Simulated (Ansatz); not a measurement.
Here is an Ansatz input file for Br2. Write the same calculation for the Python package.

```yaml
crystal:
  periodic: [false, false, false]
  atoms:
    - { symbol: Br, position_ang: [0.0, 0.0, 0.0] }
    - { symbol: Br, position_ang: [0.0, 0.0, 2.23] }
basis:
  gaussian:
    orbitals: def2-SVP
correlation:
  active_space:
    window:
      electrons: 6
      orbitals: 6
scf:
  lower_state_search: standard
```

`br2.py`
```python
"""Active-space calculation on Br2."""

import ansatz as az

geometry_ang = [
    ("Br", (0.0, 0.0, 0.0)),
    ("Br", (0.0, 0.0, 2.23)),
]
molecule = az.Crystal.molecule()
for symbol, xyz in geometry_ang:
    molecule = molecule.atom(symbol, xyz)

base = (
    molecule.calculation()
    .basis(gaussian="def2-SVP")
    .scf(lower_state_search="standard")
    .correlation(active_electrons=6, active_orbitals=6)
)
for method in [None]:
    summary = (base if method is None else base.correlation(method)).run().report
    space = summary["configurations"]
    state = space["states"][0]
    print(method or "casscf", f"total {summary['free_energy_ev'] / 27.211386246:.6f} Ha, active-space state {state['energy']['hartree']:.6f} Ha, mean field {summary['reference_energy_ev'] / 27.211386246:.6f} Ha")
    print("  determinants", state["n_determinants"], " natural occupations", [round(n, 3) for n in space["natural_occupations"]])
print("effectively unpaired electrons, sum of min(n, 2 - n):", round(sum(min(n, 2 - n) for n in space["natural_occupations"]), 3))
```

```console
$ python br2.py
casscf total -5144.226328 Ha, active-space state -5144.226328 Ha, mean field -5144.183385 Ha
  determinants 400  natural occupations [1.987, 1.987, 1.966, 0.035, 0.012, 0.012]
effectively unpaired electrons, sum of min(n, 2 - n): 0.117
```

Notes:
- The settings weren't tested for convergence.
- The geometry is a force-field or estimated start, not a minimum of this method, and the basis set is short of its limit. The active space starts as a window about the frontier orbitals and is then optimised, not chosen by chemistry.
- The spin state was assumed, and another may lie lower.
- Timing: 9.7 s on 1 thread of Arm Neoverse V2, with other jobs on the host, peak memory 0.24 GiB.

(Lines on the test bed's own set-up are left out of the output.)
